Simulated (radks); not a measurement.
# Cu in [Ar] 3d9 4s1 5s1: an all-electron calculation

An exercise on one series of results from a longer session: the logs are not shown, and one member is left open.

Method: non-relativistic Kohn-Sham, OLYP, spin-unpolarised, spherical densities, point nucleus. Code: radks (a radial shooting solver on a logarithmic mesh, Libxc functionals) version 1.

### What is computed

* element: copper (Z = 29)
* charge: 0
* electrons: 29
* configuration: [Ar] 3d9 4s1 5s1

Outer shells as boxes (Hund's rule):

Cu
```
[Ar] core
3d [↑↓][↑↓][↑↓][↑↓][↑ ]
4s [↑ ]
5s [↑ ]
```

The first run:

Settings of this run:

```text
Z 29
configuration [Ar] 3d9 4s1 5s1 4p0 4d0
relativity non-relativistic
functional optx,lyp
spin unpolarised
nucleus point
```

On the command line:

```
$ python run_ks.py task.json out
```

All runs below come from this command, one after another.

One table of the session follows, with a row left open; its other results are not shown here.

It belongs to the step «Radial structure». From the orbitals of this run (lengths in bohr):

```
level      <r>  outermost maximum (interpolated)  90 % within  nodes
   1s  0.05291                            0.0349       0.0942      0
   2s        ?                                 ?            ?      ?
   2p   0.2077                             0.160        0.339      0
   3s   0.7195                             0.621         1.08      2
   3p   0.7486                             0.622         1.16      1
   3d   0.9288                             0.595         1.62      0
   4s    2.557                              2.10         3.87      3
   4p    3.578                              2.72         5.74      2
   5s    8.071                              7.27         11.7      4
   4d    10.82                              7.76         17.0      1
```

**Question.** Estimate the row for 2s.

**Answer.** <r>: 0.2386; outermost maximum (interpolated): 0.200; 90 % within: 0.369; nodes: 1. In the column «<r>» it lies between 2p (0.2077) and 3s (0.7195).
